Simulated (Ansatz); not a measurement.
# W16O: the cost of one run

Method: DFT PBE, plane waves, PAW, scalar-relativistic, no spin polarisation, in Ansatz 0.2.0.

### 1 Starting point

The cell holds 17 atoms (OW16): a = 6.320 Å, b = 6.320 Å, c = 6.320 Å, α = 90.00°, β = 90.00°, γ = 90.00°.

As a file:

```
W O
1.0
     6.32000    0.00000    0.00000
     0.00000    6.32000    0.00000
     0.00000    0.00000    6.32000
W O
16 1
Direct
  0.00000 0.00000 0.00000
  0.50000 0.00000 0.00000
  0.00000 0.50000 0.00000
  0.00000 0.00000 0.50000
  0.25000 0.25000 0.25000
  0.50000 0.50000 0.00000
  0.50000 0.00000 0.50000
  0.75000 0.25000 0.25000
  0.00000 0.50000 0.50000
  0.25000 0.75000 0.25000
  0.25000 0.25000 0.75000
  0.50000 0.50000 0.50000
  0.75000 0.75000 0.25000
  0.75000 0.25000 0.75000
  0.25000 0.75000 0.75000
  0.75000 0.75000 0.75000
  0.74478 0.50263 0.62617
```

### 2 Relaxing end A

Contents of input.yaml:

```yaml
crystal:
  lattice:
    - [6.32, 0.0, 0.0]
    - [0.0, 6.32, 0.0]
    - [0.0, 0.0, 6.32]
  atoms:
    - { symbol: W, position: [0.0, 0.0, 0.0] }
    - { symbol: W, position: [0.5, 0.0, 0.0] }
    - { symbol: W, position: [0.0, 0.5, 0.0] }
    - { symbol: W, position: [0.0, 0.0, 0.5] }
    - { symbol: W, position: [0.25, 0.25, 0.25] }
    - { symbol: W, position: [0.5, 0.5, 0.0] }
    - { symbol: W, position: [0.5, 0.0, 0.5] }
    - { symbol: W, position: [0.75, 0.25, 0.25] }
    - { symbol: W, position: [0.0, 0.5, 0.5] }
    - { symbol: W, position: [0.25, 0.75, 0.25] }
    - { symbol: W, position: [0.25, 0.25, 0.75] }
    - { symbol: W, position: [0.5, 0.5, 0.5] }
    - { symbol: W, position: [0.75, 0.75, 0.25] }
    - { symbol: W, position: [0.75, 0.25, 0.75] }
    - { symbol: W, position: [0.25, 0.75, 0.75] }
    - { symbol: W, position: [0.75, 0.75, 0.75] }
    - { symbol: O, position: [0.7447787, 0.5026331, 0.6261701] }
basis:
  ecutwfc: 420.0
kpoints:
  mp_grid: { grid: [3, 3, 3] }
hamiltonian:
  xc: pbe
  pseudopotentials: { kind: paw, azcp: { folder: soft_1 } }
scf:
  occupations: { method: fermi_dirac, width: 0.1 }
  lower_state_search: "off"
relax:
  f_tol: 0.03
  max_steps: 60
  adjacent_minimum: "off"
```

Run with:

```console
$ ansatz run input.yaml --threads 4 --pin off --max-ram 10240MiB --backend cpu --events-out ev --progress --plain --runs-dir out
```

Q: Estimate wall time and peak memory on 4 threads of Arm Neoverse V2, shared host.

About 59 s, with a peak of 1.1 GiB.
